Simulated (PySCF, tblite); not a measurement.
# C₄H₆BNO₃: geometry, infrared bands and NMR shifts

What infrared bands and NMR shifts should C₄H₆BNO₃ (`C=C1OB(O)CNC1=O`) show?

Programs: tblite 0.8.0 and PySCF 2.14.0, with density-fitted response routines of our own. Each step states its level of theory. These are calculated values for one molecule in the gas phase, unless marked as measured. Atoms count from 0, in the outputs and in this text.

**1. Starting geometry**

15 atoms, charge 0, multiplicity 1; geometry from: force field or distance geometry start.

Bonds of the start (Å): C0–C1 1.35, C1–O2 1.41, O2–B3 1.50, B3–O4 1.48, B3–C5 1.58, C5–N6 1.47, N6–C7 1.44, C7–O8 1.26, C7–C1 1.46, C0–H9 1.06, C0–H10 1.09, O4–H11 0.99, C5–H12 1.10, C5–H13 1.09, N6–H14 1.07.

**2. Relaxing the molecule with GFN2-xTB**

What the job is given:

```
{"job": {"kind": "relax", "xc": "GFN2-xTB", "basis": "xTB"}, "charge": 0, "multiplicity": 1}
C      2.360700    -0.079300     1.127300
C      1.127600    -0.020700     0.575500
O      0.246900    -1.107300     0.728300
B     -1.103300    -0.987000     0.094300
O     -2.338600    -1.436900     0.777300
C     -1.234100    -0.042300    -1.161600
N     -0.597900     1.213200    -0.749600
C      0.719900     1.170800    -0.162700
O      1.486300     2.160400    -0.320600
H      2.974000     0.778600     0.985900
H      2.666900    -0.966800     1.690000
H     -2.372800    -2.426100     0.690000
H     -0.586400    -0.487500    -1.926500
H     -2.255700     0.091400    -1.503600
H     -1.097900     2.147700    -0.865900
```

Run with:

```bash
$ OMP_NUM_THREADS=1 python probes_run.py task.json out
```

One launch serves the whole session: the jobs run in the order shown.

**Question.** This job is followed by: GFN2-xTB harmonic vibrations, gas phase; GIAO PBE0/pcSseg-1 NMR shielding, non-relativistic, gas phase. Predict these results of the whole session: strongest single infrared mode (GFN2-xTB); zero-point energy (GFN2-xTB); ¹³C shifts against TMS (PBE0/pcSseg-1); ¹H shifts against TMS (PBE0/pcSseg-1, means over atoms taken as alike); ¹⁷O shifts against H2O (PBE0/pcSseg-1); ¹¹B shifts against BF3·OEt2 (PBE0/pcSseg-1); ¹⁵N shifts against NH3 (PBE0/pcSseg-1); surface potential, 1st and 99th percentile.

As calculated:

```
                                                              quantity                             value
                             strongest single infrared mode (GFN2-xTB)             1715 cm⁻¹, 426 km/mol
                                          zero-point energy (GFN2-xTB)                     67.0 kcal/mol
                                ¹³C shifts against TMS (PBE0/pcSseg-1)     161.2, 154.5, 113.6, 31.7 ppm
¹H shifts against TMS (PBE0/pcSseg-1, means over atoms taken as alike)  6.19, 5.37, 4.59, 4.50, 3.31 ppm
                                ¹⁷O shifts against H2O (PBE0/pcSseg-1)           388.3, 194.0, 116.8 ppm
                           ¹¹B shifts against BF3·OEt2 (PBE0/pcSseg-1)                          26.0 ppm
                                ¹⁵N shifts against NH3 (PBE0/pcSseg-1)                         119.7 ppm
                                 surface potential, 1st and 99th percentile                -1.99 V and 2.37 V
```

The optimisation took 88 steps and gained 1.930 eV; among the close pairs (by a distance rule), B3–O4 changed most, from 1.482 to 1.342 Å. All 39 modes are real, so the xTB geometry is a minimum. The strongest single mode, at 1715 cm⁻¹, moves mainly C7 and O8. GFN2-xTB is a fitted tight-binding method: band positions and strengths are rough. Its intensities can rank the bands wrongly. The most deshielded carbon is C7 (amide carbonyl carbon), at 161.2 ppm: it is a carbonyl in resonance with an O or N lone pair, the region of acids, esters and amides. At PBE0/pcSseg-1: Shielding is most anisotropic at O8 (span 620 ppm, paramagnetic term -452 ppm). At PBE0/pcSseg-1, counted by nearest atom on the grid, the HOMO lies on O8 29 %; C0 20 %, the LUMO on C0, C1 about 22 % each; C7 18 %.
